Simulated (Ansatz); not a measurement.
**Strontium, beta-Sn type under r²SCAN: ground state and equation of state**

Aim: take strontium in the beta-Sn type structure, relax it, solve it on a dense k-mesh, switch on spin-orbit coupling, then scale the cell to 7 volumes from 88 to 112 % of the relaxed one and try a fit of the equation of state. The k-meshes are 9×9×6 for the relaxation; 15×15×10 for the dense run; 9×9×6 for spin-orbit coupling; 10×10×7 for the volumes.

Computed with Ansatz 0.2.0 (DFT r2SCAN, plane waves (500 eV) with PAW, scalar-relativistic; PAW files made under PBE, frozen cores solved again for the functional, unless a step says otherwise).

## 1. Starting point

It takes space group I4_1/amd (No. 141, tetragonal). The conventional cell has a = 7.567 Å, b = 7.567 Å, c = 4.131 Å, α = 90.00°, β = 90.00°, γ = 90.00°. Sr (site symmetry -4m2) has 6 Sr at 3.92 to 4.13 Å as nearest neighbours.

Structure file:

```xyz
2
Lattice="-3.7833 3.7833 2.0657 3.7833 -3.7833 2.0657 3.7833 3.7833 -2.0657" Properties=species:S:1:pos:R:3 pbc="T T T"
Sr    0.0000    0.0000    0.0000
Sr    0.0000    3.7833    1.0329
```

## 2. Relaxing cell and atoms

Contents of input.yaml:

```yaml
crystal:
  lattice:
    - [-3.7833343812, 3.7833343812, 2.0657005722]
    - [3.7833343812, -3.7833343812, 2.0657005722]
    - [3.7833343812, 3.7833343812, -2.0657005722]
  atoms:
    - { symbol: Sr, position: [0.0, 0.0, 0.0] }
    - { symbol: Sr, position: [0.75, 0.25, 0.5] }
hamiltonian:
  xc: r2scan
  pseudopotentials:
    kind: paw
    azcp:
      Sr: "pseudopotentials/Sr.paw.azcp"
basis:
  ecutwfc: 500
  fft_grid_basis: typed
kpoints:
  mp_grid: { grid: [9, 9, 6], shift: [0, 0, 0] }
magnetization:
  spin_polarized: false
scf:
  occupations: { method: fermi_dirac, width: 0.1 }
relax:
  max_steps: 60
  f_tol: 0.01
  cell: {}
```

Launch:

```
ansatz run input.yaml --threads 1 --pin off --max-ram 3584MiB --backend cpu --events-out ev --progress --plain --runs-dir out
```

After this run come: The energy on a finer k-mesh; Spin-orbit coupling switched on; The cell scaled to 88 % of its volume; The cell scaled to 92 % of its volume; The cell scaled to 96 % of its volume; The cell scaled to 100 % of its volume; The cell scaled to 104 % of its volume; The cell scaled to 108 % of its volume; The cell scaled to 112 % of its volume.

Q: Predict the outcome of this session. Wanted: space group; conventional cell; volume; shortest distance; gap on the mesh; relative to fcc; V₀, B₀, B₀′.

**Answer**, as computed:

```
                      quantity                                                value
space group (spins left aside)                                        C2/c (No. 15)
             conventional cell  a = 4.039 Å, b = 10.515 Å, c = 5.625 Å, β = 110.94°
                        volume                                       55.789 Å³/atom
             shortest distance                                              3.851 Å
               gap on the mesh                         none (levels filled in part)
               relative to fcc                                        +246 meV/atom
                   V₀, B₀, B₀′                         55.431 Å³/atom, 8.3 GPa, 2.9
```

The relaxation shrank the cell by 5.7 % in volume. It lies 246 meV/atom above the element's reference form at the same level (fcc, from a run of its own), so it is far from stable. No gap shows: it is a metal or semimetal at this level. Totals with and without spin-orbit coupling (+4.4 eV/atom apart) can't be read as binding, since the two-component data shift the zero of energy. B₀ comes out at 8.3 GPa, a soft solid; letting shape and positions relax at each volume could only lower it.
